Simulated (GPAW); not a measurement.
# vdW-DF2/real-space grid (scalar-relativistic datasets) run of GeCl2 (SMILES [Cl][Ge][Cl])

We compute a structure relaxation of GeCl2. The job is set up through an ASE script.

Program for the calculation: GPAW 26.7.0.

5 further runs of the same task are left out: 2 that didn't finish, 3 set aside as unsound or not needed.

## Step 1: The structure to begin with

GeCl2: 3 atoms, total charge 0, spin state singlet. As SMILES, `[Cl][Ge][Cl]`. All atoms were displaced at random from a relaxed shape. The run starts from this shape.

Bond lengths: Ge1–Cl2 2.205 Å, Ge1–Cl3 2.296 Å. Angles: Cl2–Ge1–Cl3 92.9°.

## Step 2: A geometry optimisation at vdW-DF2/real-space grid (scalar-relativistic datasets)

relax.py reads:

```python
import numpy as np
from ase import Atoms
from ase.io import write
from ase.optimize import BFGSLineSearch
from ase.units import Bohr
from gpaw import GPAW

positions_bohr = np.array(
              [[  0.174526,  -0.132313,  -2.001683],
               [  3.129749,   0.147616,   0.922986],
               [ -3.032349,   0.291796,   0.889245]])
system = Atoms("GeClCl", positions=positions_bohr * Bohr)
system.center(vacuum=4.5)

calc = GPAW(mode="fd",
            symmetry="off",
            maxiter=150,
            xc={"name": "vdW-DF2", "backend": "libvdwxc"},
            h=0.2,
            txt="-")
system.calc = calc

opt = BFGSLineSearch(system, trajectory="run.traj")
converged = opt.run(fmax=0.01, steps=40)
print("Converged:", converged)
print(f"Final energy: {system.get_potential_energy():.5f} eV")
print(f"r(Cl1-Ge0): {system.get_distance(1, 0):.4f} Ang")
print(f"r(Cl2-Ge0)              {system.get_distance(2, 0):.4f} Ang")
write("relaxed.xyz", system)
```

Command:

```console
$ python3 relax.py
```

Q: Predict the results. Wanted: energy as printed; dipole moment; HOMO energy; LUMO energy; HOMO–LUMO gap.

Computed results:

Level: vdW-DF2/real-space grid (scalar-relativistic datasets).

```
                                              quantity         value
energy as printed (from the program's reference atoms)  -141.0568 eV
                                         dipole moment        2.69 D
                                           HOMO energy      -7.57 eV
                                           LUMO energy      -4.42 eV
                                         HOMO–LUMO gap       3.15 eV
```

**Reading.** At the final geometry: Bond lengths: Ge1–Cl2 2.254 Å, Ge1–Cl3 2.254 Å. Angles: Cl2–Ge1–Cl3 100.7°. The optimisation took 16 steps and changed the energy by -0.080 eV.
